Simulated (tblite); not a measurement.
# C8H12F2O: the cost of one run

The runs use tblite 0.8.0 and PySCF 2.14.0, with density-fitted response routines of our own; the level of theory stands in each step. All values are computed, except where a source is named. Atoms are numbered from 0 throughout.

## 1. The molecule as given

23 atoms, charge 0, multiplicity 1; geometry from: force field or distance geometry start.

Bonds of the start (Å): C0–C1 1.52, C1–C2 1.47, C1–C3 1.48, C3–C4 1.46, C4–C5 1.51, C5–F6 1.37, C5–C7 1.49, C7–O8 1.22, C7–F9 1.35, C5–C10 1.52, C10–C3 1.55, C0–H11 1.11, C0–H12 1.13, C0–H13 1.09, C1–H14 1.13, C2–H15 1.12, C2–H16 1.11, C2–H17 1.11, C3–H18 1.11, C4–H19 1.10, C4–H20 1.12, C10–H21 1.11, C10–H22 1.10.

## 2. Optimising the geometry with GFN2-xTB

Job settings and geometry (Å):

```
{"job": {"kind": "relax", "xc": "GFN2-xTB", "basis": "xTB"}, "charge": 0, "multiplicity": 1}
C      2.061100     0.380500     1.066200
C      1.301500    -0.159800    -0.137200
C      2.060300     0.121800    -1.366100
C     -0.117700     0.254300    -0.049200
C     -1.108800    -0.133800    -1.053700
C     -2.075800    -0.494300     0.051400
F     -2.813300    -1.628500    -0.184100
C     -2.905300     0.626200     0.566100
O     -2.782700     0.892900     1.754600
F     -3.780700     1.327600    -0.181000
C     -0.837800    -0.727500     0.904000
H      2.831900    -0.375400     1.325400
H      1.349000     0.502900     1.937600
H      2.480800     1.361600     0.833500
H      1.320800    -1.277200     0.005000
H      2.902600    -0.612700    -1.385600
H      1.518000    -0.036400    -2.319800
H      2.546700     1.123100    -1.407200
H     -0.254500     1.299600     0.313800
H     -0.939900    -1.022800    -1.681000
H     -1.487300     0.726900    -1.665100
H     -0.410700    -1.733900     0.728200
H     -0.863000    -0.388100     1.954100
```

On the command line:

```console
$ OMP_NUM_THREADS=1 python probes_run.py task.json out
```

This one command runs all jobs of the session in turn.

**Question.** How long does this first job take on 1 thread of Arm Neoverse N1, shared host, and how much memory does it need?

About 1.4 s, with a peak of 0.18 GiB.
